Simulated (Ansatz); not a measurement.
# CH₂FI, SMILES FCI: a rigid scan of one bond length

Computed with the Ansatz DFT code, driven from Python.

Typed at the interpreter:
```pycon
>>> import warnings
>>> import ansatz
>>> import numpy as np
>>> GEOMETRY = """
... F     1.17900    0.67840   -0.18850
... C     0.09300   -0.11310    0.09730
... I    -1.65900    0.59500   -0.88330
... H     0.44990   -1.10400   -0.23500
... H    -0.01290   -0.12990    1.16810
... """
>>> warnings.simplefilter("ignore", ansatz.DeckWarning)
>>> ch2fi = ansatz.Crystal.molecule()
>>> for line in GEOMETRY.strip().splitlines():
...     symbol, *xyz = line.split()
...     ch2fi = ch2fi.atom(symbol, [float(v) for v in xyz])
...
>>> symbols = [site.symbol for site in ch2fi.cartesian_sites]
>>> start = np.array([site.position_ang for site in ch2fi.cartesian_sites])
>>> axis = (start[3] - start[1]) / np.linalg.norm(start[3] - start[1])
>>> moving = [3]
>>> lengths, energies = [0.972, 1.016, 1.06, 1.104, 1.149, 1.193, 1.237, 1.303], []
>>> for length in lengths:
...     xyz = start.copy()
...     xyz[moving] += (length - np.linalg.norm(start[3] - start[1])) * axis
...     point = ansatz.Crystal.molecule()
...     for symbol, place in zip(symbols, xyz):
...         point = point.atom(symbol, place.tolist())
...     job = point.calculation()
...     job = job.basis(gaussian="def2-SVP")
...     job = job.functional("cam_b3lyp")
...     summary = job.run().report
...     energies.append(summary["free_energy_ev"])
...     print(f"r = {length:6.3f} A  E = {energies[-1]:.5f} eV  <S^2> = {abs(summary['mean_field']['state']['spin_squared']):.3f}")
...
r =  0.972 A  E = -11882.15247 eV  <S^2> = 0.000
r =  1.016 A  E = -11882.36850 eV  <S^2> = 0.000
r =  1.060 A  E = -11882.47973 eV  <S^2> = 0.000
r =  1.104 A  E = -11882.50908 eV  <S^2> = 0.000
r =  1.149 A  E = -11882.47348 eV  <S^2> = 0.000
r =  1.193 A  E = -11882.38933 eV  <S^2> = 0.000
r =  1.237 A  E = -11882.26809 eV  <S^2> = 0.000
r =  1.303 A  E = -11882.03625 eV  <S^2> = 0.000
>>> # quartic fit about the minimum
>>> fit = np.polynomial.Polynomial.fit(lengths, np.array(energies) - min(energies), 4).convert()
>>> roots = [r.real for r in fit.deriv().roots() if abs(r.imag) < 1e-9 and fit.deriv(2)(r.real) > 0]
>>> r_e = min(roots, key=lambda r: abs(r - lengths[int(np.argmin(energies))]))
>>> print(f"minimum of the fit at {r_e:.4f} A, force constant {fit.deriv(2)(r_e):.2f} eV/A^2")
minimum of the fit at 1.1003 A, force constant 33.59 eV/A^2
```

Notes:
- Total energies depend on the basis set; only differences at equal settings carry meaning.
- The rest of the molecule is held rigid at a force-field or estimated start geometry, and the basis set is modest; single-reference methods fail as a bond breaks.
- def2 sets replace the cores of elements past krypton by effective core potentials.
- The orbitals are restricted, so S² is zero by construction.
- Run time: 12 s on 1 thread of Intel(R) Xeon(R) Processor @ 2.30GHz (shared host), peak memory 0.24 GiB.
